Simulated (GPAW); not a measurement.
Crystal: NaFeO3.

```
Fe Na O
1.0
     3.83048    0.00000    0.00000
     0.00000    3.83048    0.00000
     0.00000    0.00000    3.83048
Fe Na O
1 1 3
Direct
  0.50000 0.50000 0.50000
  0.00000 0.00000 0.00000
  0.00000 0.50000 0.50000
  0.50000 0.00000 0.50000
  0.50000 0.50000 0.00000
```

The cell comes from a database or a generator and needn't be the stable form of this composition.

Base run:

- Program: GPAW 26.7.0
- Functional: PBEsol
- Potentials or basis: PAW data sets generated in the run's folder for this functional
- Cutoff: 800 eV
- Basis: pw
- k mesh: 6 × 6 × 6
- Occupations: fermi-dirac, width 0.05 eV
- Spin: collinear spin, ferromagnetic start
- Starting moments: [3.0, 0.0, 0.0, 0.0, 0.0] μB

Its results: pressure -13.2 GPa; net moment 3.93 μB per cell; site moments Fe +2.59; Na +0.00; O +0.27 μB.

**Question.** The run is repeated on the same cell with these changes: functional from PBEsol to LDA; potentials or basis from PAW data sets generated in the run's folder for this functional to the program's PAW data sets (release 1.2.1) made for this functional. What comes out?

**Answer.** Pressure -19.4 GPa; net moment 3.92 μB per cell; site moments Fe +2.52; Na +0.00; O +0.28 μB.

Caveats: a cell with one magnetic atom can't hold antiferromagnetic order, which such compounds often take.
